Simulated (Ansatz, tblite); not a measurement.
**WNF3: one state, many levels**

How do method and basis change the picture of WNF3 (singlet)?

Method: as each input shows; program: Ansatz 0.2.0, Gaussian basis.

The runs, in order: GFN1-xTB, GFN2-xTB, PBE-D4/def2-TZVP, r2SCAN-D4/def2-TZVP, PBE-QIDH/def2-TZVP, B97M-V/def2-TZVP, LDA/def2-TZVP, ωB97M-V/def2-TZVP, r2SCANh-D4/def2-TZVP, revPBE-D4/def2-TZVP, r2SCAN0-D4/def2-TZVP, LC-ωPBE(0.10)/def2-TZVP, LC-ωPBE(0.15)/def2-TZVP, LC-ωPBE(0.20)/def2-TZVP, LC-ωPBE(0.30)/def2-TZVP, PBE-D4/def2-SVP, PBE0-D4/def2-SVP, PBE0-D4/def2-TZVPD, PBE-D4/def2-TZVPD, r2SCAN-D4/def2-TZVPD, CCSD(T)/def2-TZVPP, MP2/def2-TZVP, RPA/def2-TZVP.

### Step 1. The structure

The geometry is that of the singlet, from an earlier relaxation (PBE0-D4/def2-SVP).

5 atoms, charge 0, spin multiplicity 1.

Bond lengths: W1–N2 1.651 Å, W1–F3 1.859 Å, W1–F4 1.859 Å, W1–F5 1.859 Å. Angles: N2–W1–F3 103.7°, N2–W1–F4 103.7°, N2–W1–F5 103.7°, F3–W1–F4 114.6°, F3–W1–F5 114.6°, F4–W1–F5 114.6°.

Formally the metal is d0. W takes a core potential in the def2 sets. No spin-orbit coupling is included.

PBE0-D4/def2-TZVP was run before; its log isn't repeated, and its numbers join the tables.

### Step 2. GFN1-xTB

Tight binding, by tblite at 300 K electronic temperature and without a spin-polarisation term:

```python
tblite.interface.Calculator('GFN1-xTB', numbers, positions, charge=0, uhf=0).singlepoint()
```

Energy -572.3321 eV, HOMO -11.37 eV, LUMO -7.47 eV; 0.003 s.

### Step 3. GFN2-xTB

Tight binding, by tblite at 300 K electronic temperature and without a spin-polarisation term:

```python
tblite.interface.Calculator('GFN2-xTB', numbers, positions, charge=0, uhf=0).singlepoint()
```

Energy -533.5970 eV, HOMO -10.29 eV, LUMO -9.18 eV; 0.003 s.

### Step 4. PBE-D4/def2-TZVP

start.molden holds the orbitals of an earlier run on this state, given as this run's starting guess.

File in.yaml:

```yaml
crystal:
  periodic: [false, false, false]
  atoms:
    - {symbol: W, position_ang: [0.000301, -0.000544, -0.065800]}
    - {symbol: N, position_ang: [-0.007250, 0.013155, 1.584814]}
    - {symbol: F, position_ang: [1.808616, -0.002367, -0.498094]}
    - {symbol: F, position_ang: [-0.902361, 1.559143, -0.523454]}
    - {symbol: F, position_ang: [-0.899297, -1.569386, -0.497476]}
basis:
  gaussian: {orbitals: def2-TZVP, initial_orbitals: start.molden}
hamiltonian: {xc: pbe, dispersion: d4}
scf: {omitted_lower_state_checks: [starts]}
output: {orbitals: {seedname: orbitals}}
```

Command:

```
ansatz run in.yaml --threads 4 --pin off --events-out ev --progress --plain --max-ram 3916MiB
```

The runs that follow: r2SCAN-D4/def2-TZVP; PBE-QIDH/def2-TZVP; B97M-V/def2-TZVP; LDA/def2-TZVP; ωB97M-V/def2-TZVP; r2SCANh-D4/def2-TZVP; revPBE-D4/def2-TZVP; r2SCAN0-D4/def2-TZVP; LC-ωPBE(0.10)/def2-TZVP; LC-ωPBE(0.15)/def2-TZVP; LC-ωPBE(0.20)/def2-TZVP; LC-ωPBE(0.30)/def2-TZVP; PBE-D4/def2-SVP; PBE0-D4/def2-SVP; PBE0-D4/def2-TZVPD; PBE-D4/def2-TZVPD; r2SCAN-D4/def2-TZVPD; CCSD(T)/def2-TZVPP; MP2/def2-TZVP; RPA/def2-TZVP.

Q: Predict the results of all the runs planned. Wanted: gap in def2-TZVP, named functionals, smallest and largest; gap over the ω; correlation energy, CCSD(T)/def2-TZVPP; correlation energy, MP2/def2-TZVP; binding an atom, functionals in def2-TZVP; PBE0 total energy, smallest basis above largest.

As calculated:

| quantity | value |
| --- | --- |
| gap in def2-TZVP, named functionals, smallest and largest | 4.31 eV (LDA), 11.58 eV (ωB97M-V) |
| gap over the ω (1/bohr) | 7.34 eV at 0.1, 11.08 eV at 0.3 |
| correlation energy, CCSD(T)/def2-TZVPP | -39.77 eV |
| correlation energy, MP2/def2-TZVP | -38.06 eV |
| binding an atom, functionals in def2-TZVP | 4.67 (ωB97M-V) to 5.82 eV (LDA) |
| PBE0 total energy, smallest basis above largest | 12.36 eV (def2-SVP, def2-TZVPD) |

What this shows: Over the named functionals in def2-TZVP the gap runs from 4.31 eV (LDA) to 11.58 eV (ωB97M-V); exact exchange widens it. Raising the ω (1/bohr) from 0.1 to 0.3 moves the HOMO by -2.14 eV and the LUMO by +1.60 eV. Notes on CCSD(T)/def2-TZVPP and its Hartree-Fock reference, which MP2 shares: restricted state is unstable towards broken spin symmetry.
